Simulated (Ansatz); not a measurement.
**GeF₄: basis-set convergence**

One table from this session's results is given with a row withheld; the runs are named, their logs left out.

Computed with Ansatz 0.2.0, Gaussian basis. Level: one geometry, several basis sets.

Levels to be run: PBE0-D4/def2-SVP; ωB97M-V/def2-SVP; PBE0-D4/def2-QZVPP; ωB97M-V/def2-QZVPP; the functionals' def2-TZVPP values are taken from earlier runs.

## The geometry

An earlier PBE0-D4 in a triple-zeta def2 set relaxation fixed the geometry.

SMILES `[F][Ge]([F])([F])[F]`, 5 atoms, charge 0, spin multiplicity 1.

Atoms are counted from 1 here; the program's logs count them from 0.

Bond lengths: F1–Ge2 1.692 Å, Ge2–F3 1.691 Å, Ge2–F4 1.691 Å, Ge2–F5 1.691 Å. Angles: F1–Ge2–F3 109.5°, F1–Ge2–F4 109.5°, F1–Ge2–F5 109.5°, F3–Ge2–F4 109.5°, F3–Ge2–F5 109.5°, F4–Ge2–F5 109.5°.

Set-up of the first run:

Input file in.yaml:

```yaml
crystal:
  periodic: [false, false, false]
  atoms:
    - {symbol: F, position_ang: [-0.444548, 0.080744, 1.618207]}
    - {symbol: Ge, position_ang: [0.009980, -0.014740, -0.008280]}
    - {symbol: F, position_ang: [1.288075, -1.110397, -0.173147]}
    - {symbol: F, position_ang: [-1.306127, -0.540607, -0.931588]}
    - {symbol: F, position_ang: [0.502519, 1.511299, -0.546592]}
basis:
  gaussian: {orbitals: def2-SVP}
hamiltonian: {xc: pbe0, dispersion: d4}
output: {orbitals: {seedname: orbitals}}
```

Run with:

```console
ansatz run in.yaml --threads 4 --pin off --events-out ev --progress --plain --max-ram 10444MiB
```

Among the steps run: PBE0-D4 in def2-SVP; ωB97M-V in def2-SVP; PBE0-D4 in def2-QZVPP; ωB97M-V in def2-QZVPP.

One of the session's tables, all rows but one given; the rest of the session is left out.

It belongs to the step «Functionals by basis». 

| functional | basis | HOMO (eV) | LUMO (eV) |
| --- | --- | --- | --- |
| PBE0-D4 | def2-SVP | -12.50 | -1.64 |
| PBE0-D4 | def2-TZVPP | -12.69 | -1.73 |
| PBE0-D4 | def2-QZVPP | -12.75 | -1.88 |
| ωB97M-V | def2-SVP | ? | ? |
| ωB97M-V | def2-TZVPP | -15.22 | 0.46 |
| ωB97M-V | def2-QZVPP | -15.30 | 0.18 |

Q: Estimate the row for ωB97M-V, def2-SVP from the others.

The run gave: HOMO (eV): -14.99; LUMO (eV): 0.56. In the column «HOMO (eV)» it lies between ωB97M-V, def2-TZVPP (-15.22) and PBE0-D4, def2-QZVPP (-12.75).
